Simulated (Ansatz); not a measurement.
# Cl₂FNbS: a ladder of functionals and wavefunction methods

An exercise on one series of results from a longer session: the logs are not shown, and one member is left open.

The runs use Ansatz 0.2.0, Gaussian basis; functionals in def2-TZVPP, the program's frozen cores in correlated methods.

Plan: LDA (SPW92), PBE-D4, revPBE-D4, BLYP-D4, r2SCAN-D4, B97M-V, PBE0-D4, B3LYP-D4, r2SCANh-D4, r2SCAN0-D4, HSE06-D4, BHLYP-D4, CAM-B3LYP-D4, LC-ωPBE, ωB97X-V, ωB97M-V, B2PLYP, PBE-QIDH; CCSD(T)/def2-SVP; CCSD(T)/def2-TZVPP; MP2/def2-QZVPP; extrapolation to the limit; RPA on PBE.

### The relaxed structure

All runs share one geometry, relaxed beforehand with PBE0-D4 in a triple-zeta def2 set. Nb takes the def2 core potential; no spin-orbit term is included.

SMILES `[F][Nb](=[S])([Cl])[Cl]`, 5 atoms, charge 0, spin multiplicity 1.

Atoms are counted from 1 here; the program's logs count them from 0.

Bond lengths: F1–Nb2 1.844 Å, Nb2–S3 2.119 Å, Nb2–Cl4 2.265 Å, Nb2–Cl5 2.265 Å. Angles: F1–Nb2–S3 108.1°, F1–Nb2–Cl4 110.9°, F1–Nb2–Cl5 110.9°, S3–Nb2–Cl4 108.1°, S3–Nb2–Cl5 108.1°, Cl4–Nb2–Cl5 110.6°.

Geometry (Å):

```xyz
5
charge 0, multiplicity 1
F    -0.2650   -0.2821    1.8838
Nb   -0.0033   -0.0259    0.0764
S     1.6381   -1.2233   -0.5264
Cl   -1.8216   -0.6785   -1.1053
Cl    0.5018    2.1361   -0.3699
```

The first run:

Contents of in.yaml:

```yaml
crystal:
  periodic: [false, false, false]
  atoms:
    - {symbol: F, position_ang: [-0.264987, -0.282065, 1.883788]}
    - {symbol: Nb, position_ang: [-0.003271, -0.025913, 0.076417]}
    - {symbol: S, position_ang: [1.638086, -1.223346, -0.526408]}
    - {symbol: Cl, position_ang: [-1.821630, -0.678487, -1.105272]}
    - {symbol: Cl, position_ang: [0.501801, 2.136111, -0.369927]}
basis:
  gaussian: {orbitals: def2-TZVPP}
hamiltonian: {xc: lda}
output: {orbitals: {seedname: orbitals}}
```

Started as:

```sh
$ ansatz run in.yaml --threads 4 --pin off --events-out ev --progress --plain --max-ram 10444MiB
```

Among the steps run: LDA; PBE-D4 (GGA); revPBE-D4 (GGA); BLYP-D4 (GGA); r2SCAN-D4 (meta-GGA); B97M-V (meta-GGA); PBE0-D4 (hybrid); B3LYP-D4 (hybrid); r2SCANh-D4 (hybrid); r2SCAN0-D4 (hybrid); HSE06-D4 (hybrid); BHLYP-D4 (hybrid); CAM-B3LYP-D4 (range-separated); LC-ωPBE (range-separated); ωB97X-V (range-separated); ωB97M-V (range-separated); B2PLYP (double hybrid); PBE-QIDH (double hybrid).

One table of the session follows, with a row left open; its other results are not shown here.

It belongs to the step «Frontier levels by functional». 

```
  functional  HOMO (eV)  LUMO (eV)  gap (eV)
 LDA (SPW92)      -7.46      -4.13      3.33
      PBE-D4      -7.29      -3.92      3.37
   revPBE-D4      -7.23      -3.84      3.39
     BLYP-D4      -7.10      -3.77      3.33
   r2SCAN-D4      -7.61      -3.90      3.70
      B97M-V      -7.62      -3.85      3.78
     PBE0-D4      -8.49      -3.23      5.26
    B3LYP-D4          ?          ?         ?
  r2SCANh-D4      -8.04      -3.63      4.41
  r2SCAN0-D4      -8.70      -3.21      5.49
    HSE06-D4      -8.10      -3.61      4.49
    BHLYP-D4      -9.49      -2.34      7.16
CAM-B3LYP-D4      -9.72      -2.17      7.55
     LC-ωPBE     -11.06      -1.14      9.92
     ωB97X-V     -10.71      -1.17      9.54
     ωB97M-V     -10.54      -1.16      9.39
```

Q: Estimate the row for B3LYP-D4 from the others.

Worked estimate for «HOMO (eV)». Against the share of exact exchange, BLYP-D4 (0, -7.10), BHLYP-D4 (0.5, -9.49) give a slope of -4.78 per unit share; at 0.2 the line stands at -8.06.

**Answer.** HOMO (eV): -8.23; LUMO (eV): -3.40; gap (eV): 4.83. In «HOMO (eV)» the line misses by +0.17.
